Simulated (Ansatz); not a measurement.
# C₄H₁₂CdN₂: how energies converge with the basis set

Aim: see how fast density functionals converge with the basis set for C₄H₁₂CdN₂.

Program: Ansatz 0.2.0, Gaussian basis. Level of theory: one geometry, several basis sets. These are calculated values, not measurements.

Plan: PBE0-D4/def2-SVP; ωB97M-V/def2-SVP; PBE0-D4/def2-QZVPP; ωB97M-V/def2-QZVPP; the functionals' def2-TZVPP values are taken from earlier runs.

### Step 1. Structure used throughout

The geometry comes from an earlier relaxation with PBE0-D4 in a triple-zeta def2 set; it is a stationary point, not always the lowest conformer. Cd takes the def2 core potential; no spin-orbit term is included.

19 atoms, charge 0, spin multiplicity 1.

Atoms are counted from 1 here; the program's logs count them from 0.

Bond lengths: C1–N2 1.438 Å, C1–H8 1.105 Å, C1–H9 1.102 Å, C1–H10 1.093 Å, N2–C3 1.439 Å, N2–Cd4 1.996 Å, C3–H11 1.102 Å, C3–H12 1.105 Å, C3–H13 1.093 Å, Cd4–N5 1.996 Å, N5–C6 1.438 Å, N5–C7 1.439 Å, C6–H14 1.093 Å, C6–H15 1.105 Å, C6–H16 1.102 Å, C7–H17 1.093 Å, C7–H18 1.105 Å, C7–H19 1.102 Å. Angles: N2–C1–H8 113.6°, N2–C1–H9 110.5°, N2–C1–H10 111.4°, H8–C1–H9 106.5°, H8–C1–H10 107.5°, H9–C1–H10 107.0°, C1–N2–C3 111.8°, C1–N2–Cd4 121.1°, C3–N2–Cd4 120.9°, N2–C3–H11 110.5°, N2–C3–H12 113.6°, N2–C3–H13 111.4°, H11–C3–H12 106.5°, H11–C3–H13 107.0°, H12–C3–H13 107.5°, N2–Cd4–N5 173.7°, Cd4–N5–C6 121.1°, Cd4–N5–C7 120.9° and more.

### Step 2. PBE0-D4 in def2-SVP

Input file in.yaml:

```yaml
crystal:
  periodic: [false, false, false]
  atoms:
    - {symbol: C, position_ang: [2.596397, -0.932924, 1.121377]}
    - {symbol: N, position_ang: [1.813091, -0.841958, -0.081203]}
    - {symbol: C, position_ang: [2.118828, -1.906679, -0.998939]}
    - {symbol: Cd, position_ang: [0.013637, 0.022623, -0.075807]}
    - {symbol: N, position_ang: [-1.744284, 0.947068, -0.277537]}
    - {symbol: C, position_ang: [-2.910399, 0.485936, 0.426443]}
    - {symbol: C, position_ang: [-1.810403, 2.357376, -0.553229]}
    - {symbol: H, position_ang: [2.430697, -1.866574, 1.687837]}
    - {symbol: H, position_ang: [3.672024, -0.897125, 0.884358]}
    - {symbol: H, position_ang: [2.388972, -0.097999, 1.795888]}
    - {symbol: H, position_ang: [3.186698, -1.886618, -1.270519]}
    - {symbol: H, position_ang: [1.917462, -2.913362, -0.591480]}
    - {symbol: H, position_ang: [1.550499, -1.808103, -1.927603]}
    - {symbol: H, position_ang: [-2.872432, -0.593387, 0.595886]}
    - {symbol: H, position_ang: [-3.055505, 0.971313, 1.407967]}
    - {symbol: H, position_ang: [-3.820510, 0.688862, -0.160881]}
    - {symbol: H, position_ang: [-0.940932, 2.693135, -1.124556]}
    - {symbol: H, position_ang: [-1.873121, 2.983142, 0.354770]}
    - {symbol: H, position_ang: [-2.702621, 2.590674, -1.156572]}
basis:
  gaussian: {orbitals: def2-SVP}
hamiltonian: {xc: pbe0, dispersion: d4}
output: {orbitals: {seedname: orbitals}}
```

Run with:

```console
$ ansatz run in.yaml --threads 2 --pin off --events-out ev --progress --plain --max-ram 32768MiB --backend cpu
```

After this run come: ωB97M-V in def2-SVP; PBE0-D4 in def2-QZVPP; ωB97M-V in def2-QZVPP.

Q: Predict the results of all the runs planned. Wanted: PBE0-D4: double and triple zeta above quadruple; ωB97M-V: double and triple zeta above quadruple.

**Answer**, as computed:

```
                                       quantity           value
PBE0-D4: double and triple zeta above quadruple   9.73, 0.54 eV
ωB97M-V: double and triple zeta above quadruple  10.19, 0.53 eV
```

PBE0-D4 gains 9.19 eV from double to triple zeta, then 0.54 eV more. These are total energies; as a rule much of such shifts cancels in differences, which this series doesn't test. The LUMO of ωB97M-V is positive and keeps falling with the basis (1.19 to 0.58 eV): an unbound level that the basis holds in place.
